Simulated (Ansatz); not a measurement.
**C₃H₁₀O₄Ti: taking an electron away**

An exercise on one series of results from a longer session: the logs are not shown, and one member is left open.

Method: unrestricted cation, the program's frozen cores in correlated methods; program: Ansatz 0.2.0, Gaussian basis.

Levels to be run: UKS PBE-D4/def2-TZVPP; UKS r2SCAN-D4/def2-TZVPP; UKS PBE0-D4/def2-TZVPP; UKS B3LYP-D4/def2-TZVPP; UKS wB97X-V/def2-TZVPP; UKS wB97M-V/def2-TZVPP; UKS B2PLYP/def2-TZVPP; UHF-CCSD(T)/def2-TZVPP; UHF-MP2/def2-QZVPP; extrapolation to the limit; then −ε(HOMO) from the neutral's earlier runs with LDA (SPW92), PBE-D4, revPBE-D4, BLYP-D4, r2SCAN-D4, B97M-V, PBE0-D4, B3LYP-D4, r2SCANh-D4, r2SCAN0-D4, HSE06-D4, BHLYP-D4, CAM-B3LYP-D4, LC-ωPBE, ωB97X-V, ωB97M-V.

### The geometry

All runs share one geometry, relaxed beforehand with PBE0-D4 in a triple-zeta def2 set.

SMILES `CC(C)[O][Ti]([OH])([OH])[OH]`, 18 atoms, charge 0, spin multiplicity 1.

Atoms are counted from 1 here; the program's logs count them from 0.

Bond lengths: C1–C2 1.516 Å, C1–H9 1.093 Å, C1–H10 1.092 Å, C1–H11 1.093 Å, C2–C3 1.516 Å, C2–O4 1.408 Å, C2–H12 1.098 Å, C3–H13 1.093 Å, C3–H14 1.093 Å, C3–H15 1.091 Å, O4–Ti5 1.776 Å, Ti5–O6 1.809 Å, Ti5–O7 1.806 Å, Ti5–O8 1.809 Å, O6–H16 0.958 Å, O7–H17 0.957 Å, O8–H18 0.958 Å. Angles: C2–C1–H9 110.1°, C2–C1–H10 110.6°, C2–C1–H11 110.7°, H9–C1–H10 108.6°, H9–C1–H11 108.5°, H10–C1–H11 108.3°, C1–C2–C3 112.4°, C1–C2–O4 110.1°, C1–C2–H12 109.1°, C3–C2–O4 109.7°, C3–C2–H12 108.9°, O4–C2–H12 106.4°, C2–C3–H13 110.0°, C2–C3–H14 110.7°, C2–C3–H15 110.5°, H13–C3–H14 108.4°, H13–C3–H15 108.7°, H14–C3–H15 108.6° and more.

Set-up of the first run:

File in.yaml:

```yaml
crystal:
  periodic: [false, false, false]
  atoms:
    - {symbol: C, position_ang: [-0.883921, -1.567799, -0.969153]}
    - {symbol: C, position_ang: [-0.172315, -1.316901, 0.346263]}
    - {symbol: C, position_ang: [1.313584, -1.606235, 0.262974]}
    - {symbol: O, position_ang: [-0.374741, 0.013982, 0.759785]}
    - {symbol: Ti, position_ang: [-0.208565, 1.725273, 0.312884]}
    - {symbol: O, position_ang: [0.686048, 1.857822, -1.253773]}
    - {symbol: O, position_ang: [-1.833867, 2.485805, 0.111797]}
    - {symbol: O, position_ang: [0.726080, 2.567696, 1.612555]}
    - {symbol: H, position_ang: [-0.459835, -0.934605, -1.753279]}
    - {symbol: H, position_ang: [-1.948665, -1.343457, -0.879147]}
    - {symbol: H, position_ang: [-0.777255, -2.612111, -1.271949]}
    - {symbol: H, position_ang: [-0.616634, -1.954276, 1.122364]}
    - {symbol: H, position_ang: [1.772374, -0.986558, -0.512323]}
    - {symbol: H, position_ang: [1.488591, -2.655531, 0.014018]}
    - {symbol: H, position_ang: [1.799421, -1.389564, 1.215911]}
    - {symbol: H, position_ang: [1.589728, 2.137709, -1.403220]}
    - {symbol: H, position_ang: [-2.700818, 2.155646, 0.348684]}
    - {symbol: H, position_ang: [0.563092, 3.434301, 1.987207]}
basis:
  gaussian: {orbitals: def2-TZVPP}
total_charge: 1
magnetization: {spin_polarized: true, initial_magnetization: 1}
hamiltonian: {xc: pbe, dispersion: d4}
```

The run is started by

```sh
> ansatz run in.yaml --threads 4 --pin off --events-out ev --progress --plain --max-ram 66560MiB --backend cuda --devices 0, --max-vram 37GiB
```

Steps of the session up to this table: Cation, UKS PBE-D4/def2-TZVPP; Cation, UKS r2SCAN-D4/def2-TZVPP; Cation, UKS PBE0-D4/def2-TZVPP; Cation, UKS B3LYP-D4/def2-TZVPP; Cation, UKS wB97X-V/def2-TZVPP; Cation, UKS wB97M-V/def2-TZVPP; Cation, UKS B2PLYP (frozen core)/def2-TZVPP; Cation, UHF-CCSD(T)/def2-TZVPP; Cation, UHF-MP2/def2-QZVPP.

One of the session's tables, all rows but one given; the rest of the session is left out.

For comparison, −ε(HOMO) of the neutral from earlier runs:

```
  functional  −ε(HOMO) (eV)
 LDA (SPW92)           6.75
      PBE-D4           6.58
   revPBE-D4           6.50
     BLYP-D4           6.49
   r2SCAN-D4           6.90
      B97M-V           7.02
     PBE0-D4           8.11
    B3LYP-D4           7.88
  r2SCANh-D4              ?
  r2SCAN0-D4           8.34
    HSE06-D4           7.70
    BHLYP-D4           9.60
CAM-B3LYP-D4           9.55
     LC-ωPBE          10.85
     ωB97X-V          10.54
     ωB97M-V          10.47
```

Estimate the missing values for r2SCANh-D4.

Worked estimate for «−ε(HOMO) (eV)». Against the share of exact exchange, r2SCAN-D4 (0, 6.90), r2SCAN0-D4 (0.25, 8.34) give a slope of 5.76 per unit share; at 0.1 the line stands at 7.48.

The run gave: −ε(HOMO) (eV): 7.47. In «−ε(HOMO) (eV)» the line misses by +0.01.
